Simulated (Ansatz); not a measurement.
# TlPdRu: the cost of one run

Program: Ansatz 0.2.0. Level of theory: reference: DFT r2SCAN, plane waves, PAW, scalar-relativistic, no spin polarisation. These are calculated values, not measurements.

**1. The system as given**

Symmetry: P-62m, No. 189, hexagonal system. The conventional cell has a = 7.292 Å, b = 7.292 Å, c = 3.530 Å, α = 90.00°, β = 90.00°, γ = 120.00°. Pd (site symmetry -62m) has 6 Tl at 2.51 Å as nearest neighbours. Around Tl (site symmetry m2m) lie 4 Pd at 2.51 to 2.81 Å. Pd (site symmetry -6) has 3 Tl at 2.81 Å and 6 Ru at 2.82 Å as nearest neighbours. Ru (site symmetry m2m) has 5 Pd at 2.82 to 3.03 Å and 6 Tl at 3.04 to 3.17 Å as nearest neighbours.

Structure file:

```cif
data_structure
_symmetry_space_group_name_H-M 'P-62m'
_symmetry_Int_Tables_number 189
_cell_length_a 7.2920
_cell_length_b 7.2920
_cell_length_c 3.5303
_cell_angle_alpha 90.000
_cell_angle_beta 90.000
_cell_angle_gamma 120.000
_cell_volume 162.57
loop_
_atom_site_label
_atom_site_type_symbol
_atom_site_symmetry_multiplicity
_atom_site_Wyckoff_symbol
_atom_site_fract_x
_atom_site_fract_y
_atom_site_fract_z
_atom_site_occupancy
Pd1 Pd 1 b 0.00000 0.00000 0.50000 1
Tl1 Tl 3 f 0.00000 0.75500 0.00000 1
Pd2 Pd 2 c 0.66667 0.33333 0.00000 1
Ru1 Ru 3 g 0.00000 0.41500 0.50000 1
```

**2. Baseline**

File input.yaml:

```yaml
crystal:
  lattice:
    - [3.64602, 6.315087, 0.0]
    - [-3.64602, 6.315087, 0.0]
    - [0.0, 0.0, 3.530258]
  atoms:
    - { symbol: Pd, position: [0.0, 0.0, 0.5] }
    - { symbol: Tl, position: [0.245, 0.755, 0.0] }
    - { symbol: Tl, position: [0.755, 0.0, 0.0] }
    - { symbol: Tl, position: [0.0, 0.245, 0.0] }
    - { symbol: Pd, position: [0.3333, 0.3334, 0.0] }
    - { symbol: Pd, position: [0.6667, 0.6666, 0.0] }
    - { symbol: Ru, position: [0.585, 0.415, 0.5] }
    - { symbol: Ru, position: [0.415, 0.0, 0.5] }
    - { symbol: Ru, position: [0.0, 0.585, 0.5] }
  symmetry: { tolerance: 0.0003 }
kpoints:
  mp_grid: { grid: [3, 3, 5], shift: [0, 0, 0] }
magnetization:
  spin_polarized: false
scf:
  occupations: { method: tetrahedron }
hamiltonian:
  pseudopotentials: { kind: paw }
  xc: r2scan
basis:
  ecutwfc: 500
output:
  forces: true
  stress: true
  eigenvalues: true
```

Command:

```console
$ ansatz run input.yaml --threads 1 --pin off --max-ram 2560MiB --backend cpu --events-out ev --progress --plain --runs-dir out
```

What time and memory should one allow on 1 thread of Arm Neoverse V2, shared host?

About 28 s, with a peak of 0.72 GiB.
